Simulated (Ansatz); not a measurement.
**AlBrH₄N₂: up Jacob's ladder to CCSD(T)**

One table from this session's results is given with a row withheld; the runs are named, their logs left out.

Computed with Ansatz 0.2.0, Gaussian basis. Level: functionals in def2-TZVPP, the program's frozen cores in correlated methods.

Levels to be run: LDA (SPW92), PBE-D4, revPBE-D4, BLYP-D4, r2SCAN-D4, B97M-V, PBE0-D4, B3LYP-D4, r2SCANh-D4, r2SCAN0-D4, HSE06-D4, BHLYP-D4, CAM-B3LYP-D4, LC-ωPBE, ωB97X-V, ωB97M-V, B2PLYP, PBE-QIDH; CCSD(T)/def2-SVP; CCSD(T)/def2-TZVPP; MP2/def2-QZVPP; extrapolation to the limit; RPA on PBE.

## The relaxed structure

The geometry comes from an earlier relaxation with PBE0-D4 in a triple-zeta def2 set; it is a stationary point, not always the lowest conformer.

SMILES `[NH2][Al]([NH2])[Br]`, 8 atoms, charge 0, spin multiplicity 1.

Atoms are counted from 1 here; the program's logs count them from 0.

Bond lengths: N1–Al2 1.758 Å, N1–H5 1.006 Å, N1–H6 1.006 Å, Al2–N3 1.758 Å, Al2–Br4 2.258 Å, N3–H7 1.006 Å, N3–H8 1.006 Å. Angles: Al2–N1–H5 123.5°, Al2–N1–H6 125.8°, H5–N1–H6 110.6°, N1–Al2–N3 123.6°, N1–Al2–Br4 118.2°, N3–Al2–Br4 118.2°, Al2–N3–H7 125.8°, Al2–N3–H8 123.5°, H7–N3–H8 110.6°.

The first run:

Input file in.yaml:

```yaml
crystal:
  periodic: [false, false, false]
  atoms:
    - {symbol: N, position_ang: [-0.268883, 1.555179, -0.103512]}
    - {symbol: Al, position_ang: [-0.163200, -0.171986, -0.412220]}
    - {symbol: N, position_ang: [0.559609, -1.317484, 0.708024]}
    - {symbol: Br, position_ang: [-1.003331, -0.962693, -2.353470]}
    - {symbol: H, position_ang: [-0.682955, 2.210385, -0.745150]}
    - {symbol: H, position_ang: [0.065777, 2.027745, 0.719229]}
    - {symbol: H, position_ang: [0.966115, -1.091823, 1.600239]}
    - {symbol: H, position_ang: [0.619066, -2.306222, 0.531060]}
basis:
  gaussian: {orbitals: def2-TZVPP}
hamiltonian: {xc: lda}
output: {orbitals: {seedname: orbitals}}
```

Among the steps run: LDA; PBE-D4 (GGA); revPBE-D4 (GGA); BLYP-D4 (GGA); r2SCAN-D4 (meta-GGA); B97M-V (meta-GGA); PBE0-D4 (hybrid); B3LYP-D4 (hybrid); r2SCANh-D4 (hybrid); r2SCAN0-D4 (hybrid); HSE06-D4 (hybrid); BHLYP-D4 (hybrid); CAM-B3LYP-D4 (range-separated); LC-ωPBE-D4 (range-separated; the results give it without D4); ωB97X-V (range-separated); ωB97M-V (range-separated); B2PLYP (double hybrid); PBE-QIDH (double hybrid).

One of the session's tables, all rows but one given; the rest of the session is left out.

It belongs to the step «Orbital energies across the functionals». 

```
  functional  HOMO (eV)  gap (eV)
 LDA (SPW92)      -6.05      4.86
      PBE-D4      -5.86      4.87
   revPBE-D4      -5.80      4.92
     BLYP-D4      -5.73      4.78
   r2SCAN-D4      -6.17      5.70
      B97M-V          ?         ?
     PBE0-D4      -7.30      7.12
    B3LYP-D4      -7.04      6.57
  r2SCANh-D4      -6.71      6.48
  r2SCAN0-D4      -7.52      7.65
    HSE06-D4      -6.89      6.35
    BHLYP-D4      -8.63      9.15
CAM-B3LYP-D4      -8.75      9.42
     LC-ωPBE     -10.22     12.15
     ωB97X-V      -9.80     11.51
     ωB97M-V      -9.69     11.03
```

Estimate the missing values for B97M-V.

**Answer.** HOMO (eV): -6.20; gap (eV): 5.43. In the column «HOMO (eV)» it lies between r2SCANh-D4 (-6.71) and r2SCAN-D4 (-6.17).
